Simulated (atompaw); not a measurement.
# Pseudopotential generation for chlorine: PAW (atompaw), PBE

Aim: build the potential from the settings below, then test how well it stands in for the atom: scattering, ghost states and the plane-wave cutoff that it needs.

The numbers are computed with atompaw 4.2.0.5 (PBE, scalar-relativistic, spin-unpolarised reference atom).

### 1 Settings

Typed settings, in words:

```json
{
 "element": "chlorine (Cl, Z = 17)",
 "type": "PAW",
 "frozen core": "[Ne]",
 "valence charge": "7",
 "reference configuration": "3s2 3p5",
 "partial waves": "3s (bound): rc 1.25 bohr; 3s channel at -1.05 Ry: rc 1.25 bohr; 3p (bound): rc 1.25 bohr; 3p channel at 2.75 Ry: rc 1.25 bohr; 3d channel at 0.15 Ry: rc 1.25 bohr",
 "local potential": "troulliermartins scheme with l = 3 at 0 Ry, radius 0.90 bohr",
 "core correction": "smooth core density matched at 1.05 bohr",
 "augmentation charge": "besselshape compensation charge, radius 0.90 bohr; PAW radius 1.25 bohr; waves and projectors: custom polynom vanderbiltortho"
}
```

The outer shells as boxes (Hund's rule for the drawing; the calculation is spin-unpolarised):

```
[Ne] core
3s [↑↓]
3p [↑↓][↑↓][↑ ]
```

An earlier all-electron run gives the scale for the radii.

All-electron outer shells of the reference configuration (PBE, scalar-relativistic, ld1.x):

| shell | level (eV) | outermost node (bohr) | outermost maximum (bohr) |
| --- | --- | --- | --- |
| 2s | -252.70 | 0.12 | 0.36 |
| 2p | -191.63 | – | 0.30 |
| 3s | -20.69 | 0.55 | 1.29 |
| 3p | -8.59 | 0.53 | 1.43 |

### 2 Generating the potential

Cl.input

```
Cl 17
GGA-PBE scalarrelativistic loggrid 1500 logderivrange -4 5 226
3 3 0 0 0 0
3 1 5
0 0 0
c
c
v
c
v
2
1.25 0.90 0.90 1.05
y
-1.05
n
y
2.75
n
y
0.15
n
custom polynom vanderbiltortho besselshape
3 0 troulliermartins
1.25
1.25
1.25
1.25
1.25
PWSCFOUT
UPFDX 0.0125d0 UPFXMIN -7.d0 UPFZMESH 17.d0
END
```

The run is started by

```sh
$ atompaw < Cl.input > Cl.log
```

Q: Predict the outcome of this session. Wanted: cutoffs for 10 and 1 mRy, occupied levels; bound ghosts; largest phase difference near zero energy, channels read; lowest eigenvalue of the overlap; share of valence orbitals outside the PAW sphere; UPF file.

The runs gave:

| quantity | value |
| --- | --- |
| cutoffs for 10 and 1 mRy, occupied levels | 35 Ry and 60 Ry |
| bound ghosts | s at -276.43 eV |
| largest phase difference near zero energy, channels read | 3.139 rad |
| lowest eigenvalue of the overlap (Bessel basis) | 0.290 (s) |
| share of valence orbitals outside the PAW sphere | 3s 65 %, 3p 76 % |
| UPF file | written |

**Reading.** It has a bound ghost (s), a state that the atom doesn't have, and that rules the file out. The potential is soft on the atom: the looser tolerance needs 35 Ry. Near zero energy the largest phase difference among the channels read is 3.14 rad, in the p channel (at the energies tabulated). A step near π is an extra or missing state, not a misfit of shape. The pseudo curves have a pole with no partner nearby in the atom's: p at 0.30 Ry. At positive energy that is a spurious or a displaced resonance. These are tests on the free atom; a crystal test is still owed.
